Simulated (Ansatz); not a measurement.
# H4OSSi2: the cost of one run

Method: the settings change from run to run; program: Ansatz 0.2.0, Gaussian basis.

## Step 1: The molecule

The structure was relaxed beforehand with PBE0-D4 in a triple-zeta def2 set.

SMILES `[SiH3]O[Si]S`, 8 atoms, charge 0, spin multiplicity 1.

Atoms are counted from 1 here; the program's logs count them from 0.

Bond lengths: Si1–O2 1.648 Å, Si1–H5 1.483 Å, Si1–H6 1.486 Å, Si1–H7 1.483 Å, O2–Si3 1.649 Å, Si3–S4 2.159 Å, S4–H8 1.345 Å. Angles: O2–Si1–H5 108.6°, O2–Si1–H6 110.3°, O2–Si1–H7 108.6°, H5–Si1–H6 109.8°, H5–Si1–H7 109.9°, H6–Si1–H7 109.8°, Si1–O2–Si3 141.5°, O2–Si3–S4 100.2°, Si3–S4–H8 95.5°.

## Step 2: B2GP-PLYP/ANO-RCC-VTZP

This run has the search for lower states set to off.

File in.yaml:

```yaml
crystal:
  periodic: [false, false, false]
  atoms:
    - {symbol: Si, position_ang: [-0.061780, 1.375722, -0.389273]}
    - {symbol: O, position_ang: [0.042800, -0.171478, 0.169366]}
    - {symbol: Si, position_ang: [0.271172, -1.029776, 1.558152]}
    - {symbol: S, position_ang: [0.163718, -3.042478, 0.783724]}
    - {symbol: H, position_ang: [-1.394942, 1.564321, -1.010297]}
    - {symbol: H, position_ang: [0.112735, 2.339403, 0.728330]}
    - {symbol: H, position_ang: [1.001003, 1.584650, -1.401717]}
    - {symbol: H, position_ang: [-0.042706, -2.677465, -0.494085]}
basis:
  gaussian: {orbitals: ANO-RCC-VTZP}
hamiltonian: {xc: {name: B2GP-PLYP}}
scf: {lower_state_search: off}
```

The run is started by

```console
ansatz run in.yaml --threads 2 --pin off --events-out ev --progress --plain --max-ram 22528MiB --backend cpu
```

**Question.** How long does this run take on 2 threads of AMD EPYC 7R13, shared host, and how much memory does it need?

About 8.5 s, with a peak of 0.49 GiB.
